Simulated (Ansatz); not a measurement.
# ZrB2: a B atom hops into a vacancy

Aim: the barrier for B12 to jump 1.88 Å into the empty B site beside it, in a 2×2×2 supercell of ZrB2 with one B atom removed. The band relaxes its own ends first.

All numbers below are computed with Ansatz 0.2.0 (DFT PBE, plane waves, PAW, scalar-relativistic, no spin polarisation).

### 1 The system as given

The cell holds 23 atoms (B15Zr8): a = 6.390 Å, b = 6.390 Å, c = 7.122 Å, α = 90.00°, β = 90.00°, γ = 60.00°.

The empty site lies at (0.01, 7.42, 5.34) Å, and B12 starts at (-1.60, 6.46, 5.33) Å. All atoms were shaken by about 0.02 Å to break the symmetry.

Coordinates:

```xyz
23
Lattice="3.1950 5.5339 0.0000 -3.1950 5.5339 0.0000 0.0000 0.0000 7.1217" Properties=species:S:1:pos:R:3 pbc="T T T"
Zr   -0.0175    0.0019    0.0227
B    -0.0105    1.8685    1.7977
B     0.0104    3.6701    1.8114
Zr   -0.0238   -0.0097    3.5729
B     0.0074    1.8246    5.3561
B     0.0013    3.6925    5.3175
Zr   -1.5966    2.7850    0.0018
B    -1.6285    4.6273    1.7743
B    -1.6020    6.4473    1.7752
Zr   -1.6240    2.8010    3.5740
B    -1.6055    4.6225    5.3153
B    -1.6016    6.4557    5.3291
Zr    1.5584    2.7584    0.0065
B     1.6045    4.6177    1.7744
B     1.5708    6.4498    1.7556
Zr    1.5643    2.7791    3.5772
B     1.5988    4.6048    5.3463
B     1.6056    6.4078    5.3228
Zr    0.0044    5.5334   -0.0257
B    -0.0139    7.3930    1.7642
B     0.0083    9.2197    1.7670
Zr   -0.0124    5.5471    3.5660
B     0.0112    9.2311    5.3484
```

### 2 The band

crystal.atoms is the first end and neb.final_atoms the second, which differs in B12 alone.

input.yaml

```yaml
crystal:
  lattice:
    - [3.194982, 5.533868, 0.0]
    - [-3.194982, 5.533868, 0.0]
    - [0.0, 0.0, 7.121684]
  atoms:
    - { symbol: Zr, position: [-0.00256814, 0.00290802, 0.00319246] }
    - { symbol: B, position: [0.16717782, 0.17046635, 0.25241979] }
    - { symbol: B, position: [0.33323719, 0.32997263, 0.25434781] }
    - { symbol: Zr, position: [-0.00459683, 0.0028485, 0.50169371] }
    - { symbol: B, position: [0.16601543, 0.16370739, 0.75208849] }
    - { symbol: B, position: [0.33382365, 0.33342422, 0.74665776] }
    - { symbol: Zr, position: [0.00177023, 0.50148941, 0.00025745] }
    - { symbol: B, position: [0.16323365, 0.67293742, 0.24914159] }
    - { symbol: B, position: [0.33183116, 0.8332319, 0.24926089] }
    - { symbol: Zr, position: [-0.0010664, 0.50722453, 0.5018451] }
    - { symbol: B, position: [0.1663994, 0.66890822, 0.74635233] }
    - { symbol: B, position: [0.33265339, 0.83393184, 0.74829711] }
    - { symbol: Zr, position: [0.49311359, 0.00534004, 0.00090665] }
    - { symbol: B, position: [0.66831969, 0.16612478, 0.24915236] }
    - { symbol: B, position: [0.82857209, 0.336938, 0.24650784] }
    - { symbol: Zr, position: [0.49590693, 0.00629215, 0.50229177] }
    - { symbol: B, position: [0.66625372, 0.16585805, 0.75070114] }
    - { symbol: B, position: [0.83022852, 0.32770025, 0.74741083] }
    - { symbol: Zr, position: [0.50065449, 0.49926217, -0.00361401] }
    - { symbol: B, position: [0.66580984, 0.67015163, 0.24772747] }
    - { symbol: B, position: [0.83432559, 0.83171856, 0.24811739] }
    - { symbol: Zr, position: [0.49925772, 0.50312981, 0.5007198] }
    - { symbol: B, position: [0.83581158, 0.83229369, 0.75100482] }
kpoints:
  mp_grid: { grid: [3, 3, 2] }
magnetization:
  spin_polarized: false
scf:
  occupations: { method: cold, width: 0.15 }
hamiltonian:
  pseudopotentials: { kind: paw }
  xc: pbe
basis:
  ecutwfc: 420
neb:
  images: 3
  relax_end_points: true
  climbing: true
  f_tol: 0.1
  max_iterations: 40
  order_check: false
  final_atoms:
    - { symbol: Zr, position: [-0.00256814, 0.00290802, 0.00319246] }
    - { symbol: B, position: [0.16717782, 0.17046635, 0.25241979] }
    - { symbol: B, position: [0.33323719, 0.32997263, 0.25434781] }
    - { symbol: Zr, position: [-0.00459683, 0.0028485, 0.50169371] }
    - { symbol: B, position: [0.16601543, 0.16370739, 0.75208849] }
    - { symbol: B, position: [0.33382365, 0.33342422, 0.74665776] }
    - { symbol: Zr, position: [0.00177023, 0.50148941, 0.00025745] }
    - { symbol: B, position: [0.16323365, 0.67293742, 0.24914159] }
    - { symbol: B, position: [0.33183116, 0.8332319, 0.24926089] }
    - { symbol: Zr, position: [-0.0010664, 0.50722453, 0.5018451] }
    - { symbol: B, position: [0.1663994, 0.66890822, 0.74635233] }
    - { symbol: B, position: [0.67166708, 0.66951753, 0.74956721] }
    - { symbol: Zr, position: [0.49311359, 0.00534004, 0.00090665] }
    - { symbol: B, position: [0.66831969, 0.16612478, 0.24915236] }
    - { symbol: B, position: [0.82857209, 0.336938, 0.24650784] }
    - { symbol: Zr, position: [0.49590693, 0.00629215, 0.50229177] }
    - { symbol: B, position: [0.66625372, 0.16585805, 0.75070114] }
    - { symbol: B, position: [0.83022852, 0.32770025, 0.74741083] }
    - { symbol: Zr, position: [0.50065449, 0.49926217, -0.00361401] }
    - { symbol: B, position: [0.66580984, 0.67015163, 0.24772747] }
    - { symbol: B, position: [0.83432559, 0.83171856, 0.24811739] }
    - { symbol: Zr, position: [0.49925772, 0.50312981, 0.5007198] }
    - { symbol: B, position: [0.83581158, 0.83229369, 0.75100482] }
```

On the command line:

```sh
$ ansatz run input.yaml --threads 4 --pin off --max-ram 8192MiB --backend cpu --events-out ev --progress --plain --runs-dir out
```

The program printed, cut to the lines that bear on the results:

```text
Warning: neb: disabling space-group detection — the band's intermediate images generally break the endpoint symmetry, so no spatial operation reduces the k-mesh or symmetrises the density, except that a semilocal band can use its path's symmetry ahead of convergence; time reversal is [...]
Warning: RAYON_NUM_THREADS=4 ignored (pool sized by the plan → 4); use --threads N
[...]
Pseudopotentials: kind: paw
Pseudopotential: Zr, paw, valence charge 12, recommended cutoff 420 eV (normal), Zr.paw.azcp
Pseudopotential: B, paw, valence charge 3, recommended cutoff 420 eV (normal), B.paw.azcp
Functional definition: PBE
[...]
parallel-image band execution: 3 concurrent image workers
NEB image 0
Crystal: 23 atoms, lattice volume = 251.831 Å³
Basis set: ecut = 420 eV, 4895 PW (Γ), exchange–correlation on 90×90×96 points (8 copies of the dense FFT grid, shifted against one another)
Bands: 94, of which v1, the nominal top of the filled ones, is band 71 counted from 1 (70 counted from 0)
Symmetry: 1 space group operations
k-points: 10 of 18 (time reversal used)
[...]
SCF iter   1: F=—  HF=-35829.628665 eV  |F-HF|=—  |Δ(HF+E_count)|=         —  Δρ=3.43e-3  dr2=7.04e-2  ethr=1.77e-3  ⟨swp⟩=4.6  Hψ=3673  notcnv=0
[...]
NSCF: frozen V_eff on 10 k-points
NEB image 4
[...]
NSCF: frozen V_eff on 10 k-points
NEB end point (image 0): max|allowed force component| = 9.441e-1 eV/Å (the criterion of neb.relax_end_points is 2.000e-2)
NEB end point (image 4): max|allowed force component| = 9.958e-1 eV/Å (the criterion of neb.relax_end_points is 2.000e-2)
NEB image 0, for its relaxation
[...]
NEB image 0, for its relaxation
[...]
NEB image 0, for its relaxation
[...]
NEB image 0, for its relaxation
[...]
NEB image 0
[...]
NSCF: frozen V_eff on 10 k-points
NEB end point (image 0): relaxed in 21 SCF iterations, 0.226953 eV lower, largest move of an atom 0.083 Å; not tested for a saddle point
NEB image 4, for its relaxation
[...]
SCF iter   1: F=—  HF=-35829.547988 eV  |F-HF|=—  |Δ(HF+E_count)|=         —  Δρ=1.60e-6  dr2=9.60e-9  ethr=6.80e-12  ⟨swp⟩=1.3  Hψ=2657  notcnv=0
[...]
```

### 3 The log goes on

The log, continued, cut to the lines that bear on the results:

```text
SCF iter   2: F=-35829.548087 eV  HF=-35829.548087 eV  |F-HF|=1.87e-9  |Δ(HF+E_count)|=   9.94e-5  S|Δr|=    0.00e0  Δρ=9.99e-7  dr2=4.01e-9  ethr=6.80e-12  ⟨swp⟩=3.0  Hψ=2391  notcnv=0
[...]
NEB image 4, for its relaxation
[...]
NEB image 4, for its relaxation
[...]
NEB image 4, for its relaxation
[...]
NEB image 4
[...]
NSCF: frozen V_eff on 10 k-points
NEB end point (image 4): relaxed in 21 SCF iterations, 0.292692 eV lower, largest move of an atom 0.107 Å; not tested for a saddle point
NEB image 1
[...]
NEB image 2
[...]
NEB image 3
[...]
NEB iter   1: max|band force component| = 7.986e-1 eV/Å  barrier→ = 1.7187 eV  barrier← = 1.7187 eV  Δτ_max = 0.1004 Å  (36 SCF iters)
[...]
NEB iter   2: max|band force component| = 9.946e-1 eV/Å  barrier→ = 1.6834 eV  barrier← = 1.6834 eV  Δτ_max = 0.0502 Å  (21 SCF iters)
NEB image 1
[...]
NEB image 2
[...]
SCF iter   1: F=—  HF=-35828.374183 eV  |F-HF|=—  |Δ(HF+E_count)|=         —  Δρ=5.86e-3  dr2=3.93e-1  ethr=2.85e-4  ⟨swp⟩=1.4  Hψ=4026  notcnv=0
```

### 4 The log goes on

Output, continued, cut to the lines that bear on the results:

```text
[...]
SCF iter   2: F=—  HF=-35828.322853 eV  |F-HF|=—  |Δ(HF+E_count)|=   5.13e-2  S|Δr|=    0.00e0  Δρ=2.95e-3  dr2=1.20e-1  ethr=2.79e-4  ⟨swp⟩=1.9  Hψ=954  notcnv=0
[...]
NEB image 3
[...]
NEB iter   3: max|band force component| = 2.415e-1 eV/Å  barrier→ = 1.5425 eV  barrier← = 1.5425 eV  CI = image 2  Δτ_max = 0.0156 Å  (21 SCF iters)
[...]
NEB iter   5: max|band force component| = 1.016e-1 eV/Å  barrier→ = 1.5245 eV  barrier← = 1.5245 eV  CI = image 2  Δτ_max = 0.0063 Å  (5 SCF iters)
[...]
NEB iter   6: max|band force component| = 3.166e-2 eV/Å  barrier→ = 1.5238 eV  barrier← = 1.5238 eV  CI = image 2  Δτ_max = 0.0000 Å  (15 SCF iters)
SCF converged after 5 iterations
[...]
    - { symbol: Zr, position: [0.49893799946586637, 0.005525676282932462, 0.0024113757647133234] }
    - { symbol: B, position: [0.6695334829583938, 0.16616843930961345, 0.24987192316955892] }
    - { symbol: B, position: [0.8340848959342944, 0.33342191579609387, 0.2498744944338838] }
    - { symbol: Zr, position: [0.49894525598424716, 0.005525987009595668, 0.4973374789668425] }
    - { symbol: B, position: [0.6677387861495043, 0.16706513458473798, 0.7498770859728271] }
    - { symbol: B, position: [0.8390872940026313, 0.31755177664635403, 0.7498748772476648] }
    - { symbol: Zr, position: [0.4989407483565525, 0.4974055814054547, 0.0024092717401255235] }
    - { symbol: B, position: [0.6659200234033573, 0.6679743608021838, 0.24987476586102483] }
    - { symbol: B, position: [0.8340856489214783, 0.8343618395779109, 0.24987243546362872] }
    - { symbol: Zr, position: [0.4989433803848236, 0.4973981771386862, 0.4973388888352677] }
    - { symbol: B, position: [0.8390797012231669, 0.8452288622962693, 0.7498772158209676] }
```

Wall time 2.6 min (4 threads of Arm Neoverse V2, shared host); peak memory 1.5 GiB.

### 5 Images and barrier

Images 0 and 4 are the ends. Energies count from image 0; the path length is the program's own measure over all atoms.

```tsv
image	path (Å)	energy (eV)	B12–B23 (Å)	B12–B18 (Å)	B5–B12 (Å)	B11–B12 (Å)	B12 x y z (Å)	band force (eV/Å)
0	0.000	0.0000	3.06	3.06	1.80	1.80	-1.67 6.42 5.34	-
1	0.507	0.8224	2.94	2.94	2.10	2.10	-1.24 6.67 5.34	0.032
2*	1.013	1.5238	2.53	2.53	2.53	2.53	-0.81 6.92 5.34	0.005
3	1.520	0.8213	2.10	2.10	2.94	2.94	-0.37 7.17 5.34	0.032
4	2.027	0.0000	1.80	1.80	3.06	3.06	0.06 7.42 5.34	-
```

The star marks the climbing image.

image, energy (eV) and a bar:
```
        0      0.000 
        1      0.822 ################
        2      1.524 ##############################
        3      0.821 ################
        4      0.000
```

The top of the band by iteration:

```tsv
iteration	highest image above image 0 (eV)	largest band force (eV/Å)
1	1.7187	0.799
2	1.6834	0.995
3	1.5425	0.241
4	1.5272	0.099
5	1.5245	0.102
6	1.5238	0.032
```

Positions of all images (Å):

```xyz
23
Lattice="3.195 5.534 0.000 -3.195 5.534 0.000 0.000 0.000 7.122" Properties=species:S:1:pos:R:3 pbc="T T T" image=0 dE=0.0000
Zr   -0.008    0.001   -0.020
B    -0.008    1.844    1.779
B    -0.009    3.691    1.779
Zr   -0.008    0.001    3.579
B    -0.008    1.831    5.340
B    -0.008    3.690    5.340
Zr   -1.600    2.771   -0.027
B    -1.607    4.614    1.779
B    -1.605    6.458    1.779
Zr   -1.600    2.771    3.585
B    -1.618    4.620    5.340
B    -1.674    6.418    5.341
Zr    1.584    2.771   -0.027
B     1.591    4.614    1.780
B     1.588    6.458    1.779
Zr    1.584    2.771    3.585
B     1.602    4.620    5.340
B     1.658    6.418    5.340
Zr   -0.008    5.529   -0.026
B    -0.008    7.380    1.779
B    -0.008    9.223    1.779
Zr   -0.008    5.528    3.585
B    -0.009    9.303    5.340
23
Lattice="3.195 5.534 0.000 -3.195 5.534 0.000 0.000 0.000 7.122" Properties=species:S:1:pos:R:3 pbc="T T T" image=1 dE=0.8224
Zr    0.003    0.008   -0.012
B    -0.024    1.838    1.779
B    -0.028    3.679    1.779
Zr    0.003    0.008    3.571
B    -0.015    1.878    5.340
B    -0.018    3.686    5.340
Zr   -1.617    2.762   -0.020
B    -1.621    4.604    1.779
B    -1.618    6.451    1.779
Zr   -1.617    2.762    3.579
B    -1.582    4.591    5.340
B    -1.242    6.668    5.340
Zr    1.573    2.787    0.011
B     1.596    4.617    1.779
B     1.590    6.455    1.779
Zr    1.573    2.787    3.548
B     1.598    4.618    5.340
B     1.690    6.404    5.340
Zr    0.000    5.512    0.011
B    -0.016    7.376    1.779
B    -0.010    9.227    1.779
Zr    0.000    5.512    3.548
B    -0.004    9.340    5.340
23
Lattice="3.195 5.534 0.000 -3.195 5.534 0.000 0.000 0.000 7.122" Properties=species:S:1:pos:R:3 pbc="T T T" image=2 dE=1.5238
Zr    0.003    0.008   -0.011
B    -0.018    1.844    1.780
B    -0.027    3.681    1.780
Zr    0.003    0.008    3.570
B    -0.085    1.905    5.340
B    -0.018    3.686    5.340
Zr   -1.616    2.763   -0.011
B    -1.613    4.606    1.780
B    -1.607    6.458    1.780
Zr   -1.616    2.763    3.570
B    -1.594    4.518    5.340
B    -0.807    6.920    5.340
Zr    1.576    2.792    0.017
B     1.608    4.625    1.780
B     1.600    6.461    1.780
Zr    1.576    2.792    3.542
B     1.600    4.620    5.340
B     1.666    6.401    5.340
Zr    0.005    5.514    0.017
B    -0.007    7.382    1.780
B    -0.001    9.233    1.780
Zr    0.005    5.514    3.542
B    -0.020    9.321    5.340
23
Lattice="3.195 5.534 0.000 -3.195 5.534 0.000 0.000 0.000 7.122" Properties=species:S:1:pos:R:3 pbc="T T T" image=3 dE=0.8213
Zr    0.004    0.009   -0.020
B    -0.009    1.850    1.780
B    -0.015    3.688    1.780
Zr    0.004    0.009    3.579
B    -0.109    1.901    5.340
B    -0.016    3.687    5.340
Zr   -1.617    2.763   -0.012
B    -1.603    4.612    1.780
B    -1.597    6.463    1.780
Zr   -1.617    2.763    3.571
B    -1.609    4.500    5.340
B    -0.371    7.172    5.340
Zr    1.582    2.793    0.011
B     1.610    4.626    1.780
B     1.606    6.467    1.780
Zr    1.582    2.793    3.548
B     1.599    4.620    5.340
B     1.597    6.427    5.340
Zr    0.008    5.518    0.011
B     0.005    7.388    1.780
B     0.008    9.236    1.780
Zr    0.008    5.518    3.548
B    -0.032    9.248    5.340
23
Lattice="3.195 5.534 0.000 -3.195 5.534 0.000 0.000 0.000 7.122" Properties=species:S:1:pos:R:3 pbc="T T T" image=4 dE=0.0000
Zr   -0.014    0.000   -0.026
B    -0.007    1.847    1.780
B    -0.010    3.691    1.780
Zr   -0.013    0.000    3.585
B    -0.077    1.888    5.341
B    -0.021    3.685    5.341
Zr   -1.605    2.770   -0.018
B    -1.605    4.616    1.780
B    -1.605    6.459    1.780
Zr   -1.605    2.770    3.578
B    -1.605    4.534    5.340
B     0.062    7.422    5.340
Zr    1.590    2.777   -0.026
B     1.590    4.615    1.780
B     1.590    6.462    1.780
Zr    1.590    2.777    3.585
B     1.590    4.615    5.341
B     1.590    6.474    5.341
Zr   -0.002    5.534   -0.026
B    -0.008    7.381    1.780
B    -0.006    9.225    1.780
Zr   -0.002    5.534    3.585
B     0.005    9.219    5.341
```

### 6 Outcome

| quantity | value |
| --- | --- |
| relaxation of the ends | 0.227 eV lower, moves up to 0.08 Å; 0.293 eV lower, moves up to 0.11 Å |
| barrier forwards | 1.52 eV |
| barrier backwards | 1.52 eV |
| second end relative to first | 0.000 eV |
| highest image | 2 of 0 to 4, climbing |
| band iterations | 6 |

In words: The top lies 1.52 eV above the first end, or 59 kT at room temperature; with a typical attempt rate of 10^13 per second that is roughly 10^-13 events a second. The ends differ by 1 meV at most. The input switches the test of curvatures off, so the top was not shown to be a first-order saddle. The cell of 23 atoms is small, so the barrier is not converged with size.
